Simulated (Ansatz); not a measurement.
Born–Oppenheimer molecular dynamics of a periodic cell of 20 atoms, NaLaMgTeO₆ (host NaLaMgTeO6, host structure Cm). It starts from an unrelaxed structure (largest force component 0.61 eV/Å).

Method: DFT PBEsol, scalar-relativistic, plane waves, PAW (Ansatz 0.2.0). Settings: cutoff 420 eV, k mesh 2x2x1, fermi-dirac smearing 0.05 eV, no spin polarisation.

```
ensemble        : NVT, Nosé–Hoover chain
time step       : 1 fs
steps asked     : 190
set temperature : 500 K
thermostat      : time constant 100 fs, chain length 3
seed            : 332197
```

First frame:

```xyz
20
Lattice="1.6263 2.8539 4.6750 1.6263 -2.8539 4.6750 9.8839 0.0000 0.0000" Properties=species:S:1:pos:R:3
Na 9.883 0.000 3.461
La 6.541 0.000 1.216
Mg 9.883 0.000 0.012
Te 3.278 0.000 2.334
O 6.001 -1.484 6.084
O 2.224 1.408 3.247
O 2.224 -1.408 3.247
O 6.001 1.484 6.084
O 1.963 0.000 0.859
O 4.580 0.000 3.844
Na 6.568 0.000 8.136
La 3.225 0.000 5.891
Mg 6.567 0.000 4.687
Te 9.846 0.000 7.009
O 10.943 1.370 6.084
O 7.166 -1.446 3.247
O 7.166 1.446 3.247
O 10.943 -1.370 6.084
O 8.531 0.000 5.534
O 11.148 0.000 8.519
```

Task: What does the run give?

Result: All steps were run.

```
steps done                                               : 190
time covered                                             : 190 fs
mean temperature over the second half                    : 400 K
spread of the potential energy over the second half      : 5.0 meV per atom
mean potential energy of the second half above the start : 32.7 meV per atom
```

The conserved energy stayed within 0.04 meV per atom of its start (net change 0.022 meV per atom), so the integration is sound. The mean temperature of the second half is 20 % below the set value. A run of 0.19 ps of so small a system gives no equilibrium averages. Limits of this set-up: coarse k mesh.

Task: What happens to the structure?

Result: Mean squared displacements from the first frame to the last, about the centre of mass: Na 0.19 Å², La 0.03 Å², Mg 0.01 Å², Te 0.01 Å², O 0.11 Å². Another seed would give other details.

Task: How do temperature and energy run in time?

Result: 
| time (fs) | T (K) | potential energy less start (eV) | conserved less start (meV/atom) |
| --- | --- | --- | --- |
| 0.0 | 500 | 0.000 | 0.00 |
| 6.0 | 461 | 0.095 | 0.01 |
| 12.0 | 409 | 0.223 | 0.01 |
| 18.0 | 353 | 0.363 | 0.01 |
| 24.0 | 300 | 0.497 | 0.02 |
| 30.0 | 269 | 0.578 | 0.02 |
| 36.0 | 269 | 0.585 | 0.02 |
| 42.0 | 280 | 0.567 | 0.01 |
| 48.0 | 278 | 0.585 | 0.01 |
| 54.0 | 271 | 0.615 | 0.02 |
| 60.0 | 278 | 0.615 | 0.01 |
| 66.0 | 272 | 0.649 | 0.01 |
| 72.0 | 227 | 0.780 | 0.02 |
| 78.0 | 200 | 0.865 | 0.04 |
| 84.0 | 245 | 0.775 | 0.02 |
| 90.0 | 298 | 0.674 | 0.00 |
| 96.0 | 295 | 0.712 | 0.02 |
| 102.0 | 276 | 0.787 | 0.03 |
| 108.0 | 305 | 0.743 | 0.03 |
| 114.0 | 373 | 0.608 | 0.02 |
| 120.0 | 415 | 0.535 | 0.01 |
| 126.0 | 419 | 0.558 | 0.03 |
| 132.0 | 434 | 0.547 | 0.03 |
| 138.0 | 472 | 0.479 | 0.02 |
| 144.0 | 474 | 0.499 | 0.01 |
| 150.0 | 419 | 0.652 | 0.03 |
| 156.0 | 375 | 0.777 | 0.04 |
| 162.0 | 383 | 0.772 | 0.03 |
| 168.0 | 410 | 0.722 | 0.02 |
| 174.0 | 421 | 0.711 | 0.03 |
| 180.0 | 435 | 0.694 | 0.03 |
| 186.0 | 452 | 0.669 | 0.02 |

Run time: 9.8 min on 1 thread of Arm Neoverse V2, with other jobs on the host, peak memory 0.67 GiB.
